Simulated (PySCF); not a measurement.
# C₅H₄F₃NS: magnetic properties

Wanted: magnetic properties for C₅H₄F₃NS (`N#CC1(SC(F)(F)F)CC1`).

Computed with PySCF 2.14.0 and routines of our own; the level stands in each step. Atoms count from 0.

## 1. The starting structure

14 atoms, charge 0, multiplicity 1; geometry from: GFN2-xTB.

## 2. Magnetic properties: GIAO PBE/pcSseg-1

The job: settings as JSON, then the geometry in Å.

```
{"job": {"kind": "mag", "xc": "PBE", "basis": "pcSseg-1", "isotopologues": 0}, "charge": 0, "multiplicity": 1}
N     -1.144854     2.591328    -0.416922
C     -0.858493     1.537074    -0.078574
C     -0.500572     0.228195     0.343887
S      1.099775     0.157409     1.197510
C      2.189675     0.309276    -0.265081
F      1.971542     1.429571    -0.948627
F      3.457660     0.300484     0.123119
F      2.017991    -0.705828    -1.118465
C     -1.582924    -0.689551     0.867781
C     -0.955286    -0.973087    -0.451084
H     -2.586992    -0.293153     0.899699
H     -1.323934    -1.314617     1.708653
H     -0.269175    -1.802557    -0.530526
H     -1.515091    -0.775017    -1.353538
```

With the program's defaults for keys left out, this is: GIAO PBE/pcSseg-1 magnetisability, rotational g tensor and spin-rotation constants, non-relativistic, gas phase.

On the command line:

```
> OMP_NUM_THREADS=1 python excited_run.py task.json out
```

The driver reads the jobs from task.json and runs them one after another.

What it wrote:

```text
coarse grid: 13856 points
cycle   1  E = -944.2672131541  dE =  1.593e+00  |g| = 9.933e-01  |ddm| = 3.705e+00
cycle   2  E = -943.5555606132  dE =  7.117e-01  |g| = 2.218e+00  |ddm| = 2.228e+00
cycle   3  E = -944.4071638414  dE = -8.516e-01  |g| = 4.258e-01  |ddm| = 1.757e+00
cycle   4  E = -944.4418290267  dE = -3.467e-02  |g| = 1.622e-01  |ddm| = 4.144e-01
cycle   5  E = -944.4472123115  dE = -5.383e-03  |g| = 4.046e-02  |ddm| = 1.787e-01
cycle   6  E = -944.4475690359  dE = -3.567e-04  |g| = 9.143e-03  |ddm| = 4.361e-02
cycle   7  E = -944.4475860664  dE = -1.703e-05  |g| = 3.499e-03  |ddm| = 1.181e-02
cycle   8  E = -944.4475889798  dE = -2.913e-06  |g| = 5.324e-04  |ddm| = 4.574e-03
final grid: 135080 points
cycle   9  E = -944.5542856363  dE = -5.270e-05  |g| = 1.538e-02  |ddm| = 4.303e-02
cycle  10  E = -944.5541783350  dE =  1.073e-04  |g| = 2.693e-02  |ddm| = 3.879e-02
cycle  11  E = -944.5543382192  dE = -1.599e-04  |g| = 2.022e-03  |ddm| = 2.670e-02
cycle  12  E = -944.5543388920  dE = -6.728e-07  |g| = 1.082e-03  |ddm| = 2.871e-03
cycle  13  E = -944.5543390978  dE = -2.058e-07  |g| = 4.253e-04  |ddm| = 9.888e-04
cycle  14  E = -944.5543391354  dE = -3.755e-08  |g| = 9.964e-05  |ddm| = 3.683e-04
cycle  15  E = -944.5543391372  dE = -1.828e-09  |g| = 2.355e-05  |ddm| = 1.063e-04
cycle  16  E = -944.5543391373  dE = -1.039e-10  |g| = 7.357e-06  |ddm| = 3.626e-05
converged SCF energy = -944.5543391373

Magnetisability tensor (1e-30 J/T^2)
    -1496.27       81.60      -63.80
       81.60    -1518.48       82.42
      -63.80       82.42    -1364.92
isotropic -1459.89   principal values   -1630.52  -1425.32  -1323.84
isotropic susceptibility -87.917 1e-6 cm^3/mol

Inertial axes            a          b          c
rot. const./GHz      1.8214     0.9185     0.7924
chi total           -89.565    -93.281    -80.904
chi diamagnetic    -730.223  -1309.463  -1508.754
chi paramagnetic    640.658   1216.182   1427.850
quadrupole/D A        4.330     -7.869      3.538
g nuclear            0.5252     0.5179     0.5184
g electronic        -0.5482    -0.5248    -0.5315
g total             -0.0230    -0.0069    -0.0131

Spin-rotation constants (kHz, H = +C I.J)
atom  isotope        aa         bb         cc
  0    14N        0.371      0.042      0.176
  5    19F        3.480      1.102      1.237
  6    19F        1.998      1.461      1.397
  7    19F        3.389      1.378      0.979
 10     1H        0.026     -0.096     -0.094
 11     1H       -0.199     -0.033     -0.054
 12     1H       -0.103     -0.048     -0.076
 13     1H       -0.181     -0.088     -0.007
  1    13C*       0.783      0.025      0.364
  2    13C*       0.229      0.155      0.115
  3    33S*       0.510      0.333      0.351
  4    13C*       0.626      0.304      0.273
  8    13C*       0.281      0.110      0.139
* in the singly substituted isotopologue
```

Run time: 40 s. Hardware: 1 thread of Arm Neoverse V2, shared host; peak memory 0.68 GiB.

In short:

```csv
quantity,value
magnetisability,-1460·10⁻³⁰ J/T²
molar susceptibility,-87.9·10⁻⁶ cm³/mol
"rotational g (a, b, c)","-0.0230, -0.0069, -0.0131"
```

## 3. Magnetic properties: GIAO PBE0/pcseg-1

The job, as its differences from that of step 2:

```diff
@@ -1,2 +1,2 @@
-{"job": {"kind": "mag", "xc": "PBE", "basis": "pcSseg-1", "isotopologues": 0}, "charge": 0, "multiplicity": 1}
+{"job": {"kind": "mag", "xc": "PBE0", "basis": "pcseg-1"}, "charge": 0, "multiplicity": 1}
 N     -1.144854     2.591328    -0.416922
```

Method: GIAO PBE0/pcseg-1 magnetisability, rotational g tensor and spin-rotation constants, non-relativistic, gas phase.

What it wrote:

```text
coarse grid: 13856 points
cycle   1  E = -944.2691875330  dE =  1.831e+00  |g| = 9.179e-01  |ddm| = 4.188e+00
cycle   2  E = -943.9432860326  dE =  3.259e-01  |g| = 1.618e+00  |ddm| = 1.906e+00
cycle   3  E = -944.4270937324  dE = -4.838e-01  |g| = 2.446e-01  |ddm| = 1.351e+00
cycle   4  E = -944.4384374866  dE = -1.134e-02  |g| = 8.783e-02  |ddm| = 2.597e-01
cycle   5  E = -944.4400528158  dE = -1.615e-03  |g| = 1.496e-02  |ddm| = 9.465e-02
cycle   6  E = -944.4400997827  dE = -4.697e-05  |g| = 3.179e-03  |ddm| = 1.754e-02
cycle   7  E = -944.4401019488  dE = -2.166e-06  |g| = 8.510e-04  |ddm| = 3.978e-03
final grid: 135080 points
cycle   8  E = -944.5197146302  dE = -3.555e-05  |g| = 7.947e-03  |ddm| = 3.066e-02
cycle   9  E = -944.5197055035  dE =  9.127e-06  |g| = 1.019e-02  |ddm| = 2.023e-02
cycle  10  E = -944.5197303344  dE = -2.483e-05  |g| = 8.929e-04  |ddm| = 1.177e-02
cycle  11  E = -944.5197304531  dE = -1.187e-07  |g| = 5.311e-04  |ddm| = 1.278e-03
cycle  12  E = -944.5197305100  dE = -5.694e-08  |g| = 1.347e-04  |ddm| = 5.004e-04
cycle  13  E = -944.5197305137  dE = -3.699e-09  |g| = 3.757e-05  |ddm| = 1.446e-04
cycle  14  E = -944.5197305140  dE = -2.794e-10  |g| = 8.783e-06  |ddm| = 4.542e-05
converged SCF energy = -944.5197305140

Magnetisability tensor (1e-30 J/T^2)
    -1532.18       81.16      -65.34
       81.16    -1554.02       83.21
      -65.34       83.21    -1396.24
isotropic -1494.15   principal values   -1666.35  -1461.44  -1354.66
isotropic susceptibility -89.980 1e-6 cm^3/mol

Inertial axes            a          b          c
rot. const./GHz      1.8214     0.9185     0.7924
chi total           -91.697    -95.424    -82.818
chi diamagnetic    -730.632  -1309.968  -1509.412
chi paramagnetic    638.935   1214.544   1426.594
quadrupole/D A        4.135     -7.900      3.765
g nuclear            0.5252     0.5179     0.5184
g electronic        -0.5467    -0.5241    -0.5311
g total             -0.0216    -0.0062    -0.0126

Spin-rotation constants (kHz, H = +C I.J)
atom  isotope        aa         bb         cc
  0    14N        0.347      0.038      0.165
  5    19F        3.138      0.942      1.091
  6    19F        1.700      1.279      1.256
  7    19F        3.055      1.205      0.855
 10     1H        0.020     -0.097     -0.094
 11     1H       -0.199     -0.035     -0.055
 12     1H       -0.106     -0.050     -0.076
 13     1H       -0.183     -0.088     -0.009
  1    13C*       0.727      0.017      0.338
  2    13C*       0.199      0.135      0.101
  3    33S*       0.481      0.322      0.344
  4    13C*       0.577      0.282      0.253
  8    13C*       0.244      0.091      0.120
* in the singly substituted isotopologue
```

Run time: 25 s. Hardware: 1 thread of Arm Neoverse V2, shared host; peak memory 0.84 GiB.

Key values:

```csv
quantity,value
magnetisability,-1494·10⁻³⁰ J/T²
molar susceptibility,-90.0·10⁻⁶ cm³/mol
"rotational g (a, b, c)","-0.0216, -0.0062, -0.0126"
```

## 4. The levels compared

```csv
level,ξ (10⁻³⁰ J/T²),g(a),g(b),gap (eV),functions,time
GIAO PBE/pcSseg-1,-1460,-0.0230,-0.0069,4.98,197,40 s
GIAO PBE0/pcseg-1,-1494,-0.0216,-0.0062,7.30,164,25 s
```

## 5. What came out

| quantity | value |
| --- | --- |
| magnetisability (step 2, GIAO PBE/pcSseg-1) | -1460·10⁻³⁰ J/T² |
| molar susceptibility (step 2, GIAO PBE/pcSseg-1) | -87.9·10⁻⁶ cm³/mol |
| rotational g (a, b, c) (step 2, GIAO PBE/pcSseg-1) | -0.0230, -0.0069, -0.0131 |
| magnetisability over the levels | -1494 to -1460·10⁻³⁰ J/T² |

The magnetisability spreads by 2.3 % over 2 levels, from GIAO PBE0/pcseg-1 (25 s) to GIAO PBE/pcSseg-1 (40 s); the runs took 25 s to 40 s. Two levels can agree by chance, so this spread shows no convergence. Vibrational averaging and real surroundings are missing from these values.
